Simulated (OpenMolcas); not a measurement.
**Ge: CASSCF and CASPT2 terms and fine-structure levels**

Aim: the low terms and levels of Ge, with their order and spacing, then second-order correlation under several settings.

Program: OpenMolcas 26.06. Level of theory: state-averaged CASSCF and CASPT2, spin-orbit coupling by RASSI with atomic mean-field integrals. These are calculated values, not measurements, unless marked.

### 1 What is computed

```
Species                           : Ge (germanium, Z = 32, 32 electrons)
Basis                             : ANO-RCC-VQZP [7s6p4d2f1g], 68 functions
Scalar Hamiltonian                : DKH2, point nucleus
Inactive shells                   : 1s 2s 2p 3s 3p 3d
Active space                      : 4 electrons in 4 orbitals (4s 4p)
Some configurations of this space : 4p4, 4s 4p3, 4s2 4p2
Orbitals                          : optimised for each spin and parity, averaged over the low roots
```

The outer shells:

4p4
```
4p [↑↓][↑ ][↑ ]
```

4s 4p3
```
4s [↑ ]
4p [↑ ][↑ ][↑ ]
```

4s2 4p2
```
4s [↑↓]
4p [↑ ][↑ ][  ]
```

Each step is its own input file, run in one work folder so that later steps find the files of earlier ones. Labels, J, g values, rates, χT and fits are worked out afterwards by a script from the matrices that RASSI stores.

### 2 Basis and integrals

The input, a.inp:

```
&GATEWAY
Coord
1

Ge 0.0 0.0 0.0
Basis=ANO-RCC-VQZP
Group=XYZ
NoMove
AngMom=0.0 0.0 0.0
AMFI
&SEWARD
```

### 3 CASSCF: triplets of even parity, 3 roots

The input, a.inp:

```
&RASSCF
FileOrb=start.orb
Symmetry=1
Spin=3
nActEl=4 0 0
Inactive=8 6
Ras2=1 3
CIRoot=3 3 1
SDav=6
CIMx=300
Iter=120 100
PrWF=0.3
OrbListing=Nothing
MaxOrb=0
Atom
>>> COPY $Project.JobIph JOB001
```

start.orb holds the contracted functions of the basis, ordered by shell, or the orbitals of the step before.

### 4 Reference wave functions, singlets of even parity, 6 roots

The input, a.inp:

```
&RASSCF
FileOrb=start.orb
Symmetry=1
Spin=1
nActEl=4 0 0
Inactive=8 6
Ras2=1 3
CIRoot=6 6 1
SDav=12
CIMx=300
Iter=120 100
PrWF=0.3
OrbListing=Nothing
MaxOrb=0
Atom
>>> COPY $Project.JobIph JOB002
```

### 5 Reference wave functions, quintets of odd parity, 1 root

The input, a.inp:

```
&RASSCF
FileOrb=start.orb
Symmetry=2
Spin=5
nActEl=4 0 0
Inactive=8 6
Ras2=1 3
CIRoot=1 1 1
SDav=1
CIMx=300
Iter=120 100
PrWF=0.3
OrbListing=Nothing
MaxOrb=0
Atom
>>> COPY $Project.JobIph JOB003
```

### 6 CASSCF: triplets of odd parity, 5 roots

The input, a.inp:

```
&RASSCF
FileOrb=start.orb
Symmetry=2
Spin=3
nActEl=4 0 0
Inactive=8 6
Ras2=1 3
CIRoot=5 5 1
SDav=9
CIMx=300
Iter=120 100
PrWF=0.3
OrbListing=Nothing
MaxOrb=0
Atom
>>> COPY $Project.JobIph JOB004
```

### 7 RASSI: spin-orbit coupling between the states

The input, a.inp:

```
&RASSI
NrOfJobIphs=4 3 6 1 5
1 2 3
1 2 3 4 5 6
1
1 2 3 4 5
IphNames
JOB001
JOB002
JOB003
JOB004
EJob
SpinOrbit
DIPRint=1.0
SOCoupling=1000.0
Subsets=2
MEES
Property=10
'ANGMOM' 1 'ANGMOM' 2 'ANGMOM' 3 'MLTPL  1' 1 'MLTPL  1' 2 'MLTPL  1' 3
'AMFI' 1 'AMFI' 2 'AMFI' 3 'MLTPL  2' 6
SOProperty=3
'ANGMOM' 1 'ANGMOM' 2 'ANGMOM' 3
```

### 8 CASPT2: IPEA 0.25, imaginary shift 0.1 (closed shells correlated: 3d)

The input, a.inp:

```
>>> COPY JOB001 $Project.JobIph
&CASPT2
Multistate=3 1 2 3
Frozen=3 6
IPEA=0.25
Imaginary=0.1
MaxIter=60
WThr=0.0 0.3 0.05
PrWF=0.5
NoMix
>>> COPY JOB002 $Project.JobIph
&CASPT2
Multistate=6 1 2 3 4 5 6
Frozen=3 6
IPEA=0.25
Imaginary=0.1
MaxIter=60
WThr=0.0 0.3 0.05
PrWF=0.5
NoMix
>>> COPY JOB003 $Project.JobIph
&CASPT2
Multistate=1 1
Frozen=3 6
IPEA=0.25
Imaginary=0.1
MaxIter=60
WThr=0.0 0.3 0.05
PrWF=0.5
NoMix
>>> COPY JOB004 $Project.JobIph
&CASPT2
Multistate=5 1 2 3 4 5
Frozen=3 6
IPEA=0.25
Imaginary=0.1
MaxIter=60
WThr=0.0 0.3 0.05
PrWF=0.5
NoMix
```

### 9 CASPT2: IPEA 0.25, imaginary shift 0.1 (closed shells correlated: 3d), extended multistate

a.inp, as its differences from that of step 8:

```diff
@@ -2,3 +2,3 @@
 &CASPT2
-Multistate=3 1 2 3
+XMultistate=3 1 2 3
 Frozen=3 6
@@ -12,3 +12,3 @@
 &CASPT2
-Multistate=6 1 2 3 4 5 6
+XMultistate=6 1 2 3 4 5 6
 Frozen=3 6
@@ -32,3 +32,3 @@
 &CASPT2
-Multistate=5 1 2 3 4 5
+XMultistate=5 1 2 3 4 5
 Frozen=3 6
```

(Steps that only read results are left out.)

**Question.** What will these runs give? Wanted: lowest level; first excited level; lowest level of another term; spin-orbit lowering of the lowest level; strongest of the lines computed, by gA, at SS-CASPT2 energies.

The runs gave:

| quantity | value |
| --- | --- |
| method | SS-CASPT2, IPEA 0.25, imaginary shift 0.1 (closed shells correlated: 3d) |
| lowest level | 4s2 4p2 3P0, 100 % of that term |
| ground level listed by NIST | 3P0 |
| first excited level | 4s2 4p2 3P1 at 487 cm-1 |
| lowest level of another term | 4s2 4p2 1D2 at 7480 cm-1 |
| spin-orbit lowering of the lowest level | 893 cm-1 |
| strongest of the lines computed, by gA, at SS-CASPT2 energies | 4s2 4p2 1S0 → 4s2 4p2 3P1, 620 nm, A = 1.11e+00 s⁻¹ |

Cost and accuracy by method:

| method | time of its own steps | time with the reference | mean absolute difference from the measured levels (cm-1) |
| --- | --- | --- | --- |
| A. CASSCF | 9.7 s | 9.7 s | 2900 |
| B. SS-CASPT2, IPEA 0.25, imaginary shift 0.1, +3d | 2.6 s | 12 s | 670 |
| C. XMS-CASPT2, IPEA 0.25, imaginary shift 0.1, +3d | 1.8 s | 12 s | 720 |

Times are of one thread on a shared host.

**Reading.** The multiplet 3P is regular; its intervals divided by the larger J differ by 25 % of their mean, where Landé's rule for pure LS coupling makes them equal. Second-order correlation (method B) scales the levels of the lowest configuration above 5000 cm⁻¹ by 0.79 to 0.98. Method B lies closest to the measured levels (670 cm⁻¹ on average) and A farthest (2900). Only the configurations of the active space and the roots asked for are present. Not all states of the active space went into the spin-orbit step. CASPT2 does not keep the components of a term degenerate, and the means are used. Reference weights range from 0.87 to 0.95, which points to intruder states or a small active space for some roots. No d shell is active. Only valence configurations of the active space appear, up to the ionisation limit; * or ° marks odd parity.
